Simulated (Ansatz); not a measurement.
# C2H5BO2: the cost of one run

The runs use Ansatz 0.2.0, Gaussian basis; the settings change from run to run.

### Step 1. The relaxed structure

The geometry comes from an earlier relaxation with PBE0-D4 in a triple-zeta def2 set; it is a stationary point, not always the lowest conformer.

SMILES `CB(O)C=O`, 10 atoms, charge 0, spin multiplicity 1.

Atoms are counted from 1 here; the program's logs count them from 0.

Bond lengths: C1–B2 1.555 Å, C1–H6 1.096 Å, C1–H7 1.090 Å, C1–H8 1.097 Å, B2–O3 1.344 Å, B2–C4 1.621 Å, O3–H9 0.971 Å, C4–O5 1.213 Å, C4–H10 1.113 Å. Angles: B2–C1–H6 110.7°, B2–C1–H7 113.2°, B2–C1–H8 110.1°, H6–C1–H7 108.7°, H6–C1–H8 105.3°, H7–C1–H8 108.4°, C1–B2–O3 122.8°, C1–B2–C4 124.0°, O3–B2–C4 113.1°, B2–O3–H9 109.1°, B2–C4–O5 118.8°, B2–C4–H10 122.6°, O5–C4–H10 118.6°.

### Step 2. CCSD(T)/cc-pVDZ

Set apart from the defaults: high accuracy.

The input, in.yaml:

```yaml
crystal:
  periodic: [false, false, false]
  atoms:
    - {symbol: C, position_ang: [-1.016722, -0.608599, 0.801764]}
    - {symbol: B, position_ang: [0.291422, -0.165096, 0.086890]}
    - {symbol: O, position_ang: [1.484201, -0.734551, 0.330353]}
    - {symbol: C, position_ang: [0.363768, 1.014700, -1.023099]}
    - {symbol: O, position_ang: [1.435644, 1.280941, -1.523740]}
    - {symbol: H, position_ang: [-1.504856, 0.246299, 1.283373]}
    - {symbol: H, position_ang: [-0.855795, -1.386415, 1.548891]}
    - {symbol: H, position_ang: [-1.741002, -0.979503, 0.066484]}
    - {symbol: H, position_ang: [2.158911, -0.310151, -0.224337]}
    - {symbol: H, position_ang: [-0.532469, 1.591175, -1.343679]}
basis:
  gaussian: {orbitals: cc-pVDZ}
hamiltonian: {xc: {name: HF}}
correlation: {method: ccsd_t}
accuracy: high
```

Run with:

```bash
ansatz run in.yaml --threads 2 --pin off --events-out ev --progress --plain --max-ram 4352MiB
```

**Question.** How long does this run take on 2 threads of Arm Neoverse V2, shared host, and how much memory does it need?

About 20 s, with a peak of 0.71 GiB.
